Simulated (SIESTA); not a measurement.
Here is a SIESTA 5.4.2 calculation.

CsLiCr2Te2S3.fdf

```
SystemName                      CsLiCr2Te2S3
SystemLabel                     CsLiCr2Te2S3
NumberOfSpecies                 5
NumberOfAtoms                   9
%block ChemicalSpeciesLabel
  1  55 Cs
  2   3 Li
  3  24 Cr
  4  52 Te
  5  16 S
%endblock ChemicalSpeciesLabel

LatticeConstant                 1.0 Ang
%block LatticeVectors
     3.4216200000    -5.1806900000     0.0078400000
     3.4216200000     5.1806900000     0.0078400000
    -2.9041100000     0.0000000000     7.4309300000
%endblock LatticeVectors
AtomicCoordinatesFormat         Fractional
%block AtomicCoordinatesAndAtomicSpecies
     0.0937400000     0.0937400000     0.0085300000  1  Cs
     0.5887500000     0.5887500000     0.5533600000  2  Li
     0.0564600000     0.4675500000     0.5579000000  3  Cr
     0.4675500000     0.0564600000     0.5579000000  3  Cr
     0.5648600000     0.8735700000     0.2903500000  4  Te
     0.8735700000     0.5648600000     0.2903500000  4  Te
     0.8115100000     0.3969700000     0.7334700000  5  S
     0.3969700000     0.8115100000     0.7334700000  5  S
     0.2140400000     0.2140400000     0.4837100000  5  S
%endblock AtomicCoordinatesAndAtomicSpecies

%block kgrid.MonkhorstPack
    5   0   0  0.0
    0   5   0  0.0
    0   0   4  0.0
%endblock kgrid.MonkhorstPack
XC.Functional                   GGA
XC.Authors                      PBE
PAO.BasisSize                   DZP
PAO.EnergyShift                 0.003 Ry
Mesh.Cutoff                     800 Ry
Spin                            polarized
%block DM.InitSpin
    1   0.000
    2   0.000
    3   3.000
    4   3.000
    5   0.000
    6   0.000
    7   0.000
    8   0.000
    9   0.000
%endblock DM.InitSpin
OccupationFunction              FD
ElectronicTemperature           0.05 eV
MaxSCFIterations                200
SCF.MustConverge                false
SCF.Mixer.Method                Pulay
SCF.Mixer.Weight                0.1
SCF.Mixer.History               10
SCF.DM.Tolerance                5.0e-05
SCF.H.Tolerance                 1.0e-03 eV
WriteForces                     true
Charge.Mulliken                 end
Charge.Hirshfeld                end
Charge.Voronoi                  end
SaveRho                         true
SaveElectrostaticPotential      true
%block PAO.PolarizationScheme
  Li non-perturbative
%endblock PAO.PolarizationScheme
%block PAO.Basis
  Cs 5
  n=5 0 2
    4.696 0.000
  n=6 0 2
    9.500 0.000
  n=5 1 2
    5.738 0.000
  n=6 1 1
    9.500
  n=5 2 1
    7.000
  Li 3
  n=1 0 2
    2.782 0.000
  n=2 0 2
    9.500 0.000
  n=2 1 1
    9.500
  Cr 5
  n=3 0 2
    2.885 0.000
  n=4 0 2
    8.703 0.000
  n=3 1 2
    3.267 0.000
  n=4 1 1
    8.703
  n=3 2 2
    6.381 0.000
  Te 4
  n=5 0 2
    5.635 0.000
  n=5 1 2
    7.297 0.000
  n=4 2 2
    3.260 0.000
  n=5 2 1
    7.297
%endblock PAO.Basis
Diag.ParallelOverK              true
```

Potentials or basis: PseudoDojo 0.4 standard (PBE files), DZP (energy shift 0.003 Ry; two zetas on semicore shells; d shell added on Cs).

The run is started by

```bash
$ mpirun -n 4 siesta CsLiCr2Te2S3.fdf > CsLiCr2Te2S3.out 2>&1
```

Q: Estimate the Hirshfeld charges.

A: Cs +0.26; Li -0.02; Cr +0.33; Te -0.08; S -0.24, -0.26 e.

Q: What does it give for the pressure?

A: 0.5 GPa.

Q: What does it give for the Voronoi charges?

A: Cs +0.27; Li -0.06; Cr +0.36; Te -0.07; S -0.25, -0.29 e.

Q: Estimate the site moments.

A: Cs -0.03; Li -0.03; Cr +2.63; Te -0.40; S -0.12, -0.11 μB.

Forces on the atoms (eV/Å):
```
Cs   0.017  0.000 -0.001
Li   0.048  0.000  0.043
Cr  -0.055 -0.112  0.157
Cr  -0.055  0.112  0.157
Te   0.064  0.053 -0.265
Te   0.064 -0.053 -0.265
S   -0.008  0.017  0.128
S   -0.008 -0.017  0.128
S   -0.066  0.000 -0.082
```

Caveat: the basis of atomic orbitals isn't converged, which shifts pressures, moduli and gaps; only a ferromagnetic start was run, and an antiferromagnetic order may lie lower in energy. Spin-orbit coupling is left out, which matters for the levels of Cs, Te.
